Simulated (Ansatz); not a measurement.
# AlH6OPSi: small, medium and large basis sets

The task here is to estimate one member of a computed series from the others.

Method: one geometry, several basis sets; program: Ansatz 0.2.0, Gaussian basis.

Plan: PBE0-D4/def2-SVP; ωB97M-V/def2-SVP; PBE0-D4/def2-QZVPP; ωB97M-V/def2-QZVPP; the functionals' def2-TZVPP values are taken from earlier runs.

### The geometry

The geometry comes from an earlier relaxation with PBE0-D4 in a triple-zeta def2 set; it is a stationary point, not always the lowest conformer.

10 atoms, charge 0, spin multiplicity 1.

Atoms are counted from 1 here; the program's logs count them from 0.

Bond lengths: Al1–O2 1.769 Å, Al1–P3 2.479 Å, Al1–H5 1.579 Å, Al1–H6 1.579 Å, O2–P3 1.633 Å, P3–Si4 2.258 Å, P3–H7 1.422 Å, Si4–H8 1.485 Å, Si4–H9 1.487 Å, Si4–H10 1.483 Å. Angles: O2–Al1–P3 41.1°, O2–Al1–H5 116.9°, O2–Al1–H6 117.0°, P3–Al1–H5 113.5°, P3–Al1–H6 113.0°, H5–Al1–H6 125.2°, Al1–O2–P3 93.5°, Al1–P3–O2 45.4°, Al1–P3–Si4 132.1°, Al1–P3–H7 123.1°, O2–P3–Si4 105.4°, O2–P3–H7 104.8°, Si4–P3–H7 98.1°, P3–Si4–H8 110.8°, P3–Si4–H9 106.9°, P3–Si4–H10 108.1°, H8–Si4–H9 110.5°, H8–Si4–H10 110.2° and more.

Set-up of the first run:

in.yaml

```yaml
crystal:
  periodic: [false, false, false]
  atoms:
    - {symbol: Al, position_ang: [0.098451, 2.364610, -0.214023]}
    - {symbol: O, position_ang: [0.430159, 0.821743, -1.012859]}
    - {symbol: P, position_ang: [0.620908, 0.018993, 0.396419]}
    - {symbol: Si, position_ang: [-0.539170, -1.902627, 0.153059]}
    - {symbol: H, position_ang: [-1.418518, 2.748344, -0.000870]}
    - {symbol: H, position_ang: [1.321772, 3.342187, -0.008116]}
    - {symbol: H, position_ang: [1.931875, -0.527833, 0.327774]}
    - {symbol: H, position_ang: [-0.171718, -2.583009, -1.114941]}
    - {symbol: H, position_ang: [-0.205473, -2.761052, 1.319918]}
    - {symbol: H, position_ang: [-1.985085, -1.572456, 0.156641]}
basis:
  gaussian: {orbitals: def2-SVP}
hamiltonian: {xc: pbe0, dispersion: d4}
output: {orbitals: {seedname: orbitals}}
```

On the command line:

```sh
$ ansatz run in.yaml --threads 2 --pin off --events-out ev --progress --plain --max-ram 4352MiB
```

Steps of the session up to this table: PBE0-D4 in def2-SVP; ωB97M-V in def2-SVP; PBE0-D4 in def2-QZVPP; ωB97M-V in def2-QZVPP.

One of the session's tables, all rows but one given; the rest of the session is left out.

It belongs to the step «Density functionals: the series». 

```
functional       basis  HOMO (eV)
   PBE0-D4    def2-SVP      -7.12
   PBE0-D4  def2-TZVPP          ?
   PBE0-D4  def2-QZVPP      -7.16
   ωB97M-V    def2-SVP      -9.19
   ωB97M-V  def2-TZVPP      -9.24
   ωB97M-V  def2-QZVPP      -9.26
```

Q: Estimate the row for PBE0-D4, def2-TZVPP from the others.

As computed: HOMO (eV): -7.14. In the column «HOMO (eV)» it lies between PBE0-D4, def2-QZVPP (-7.16) and PBE0-D4, def2-SVP (-7.12).
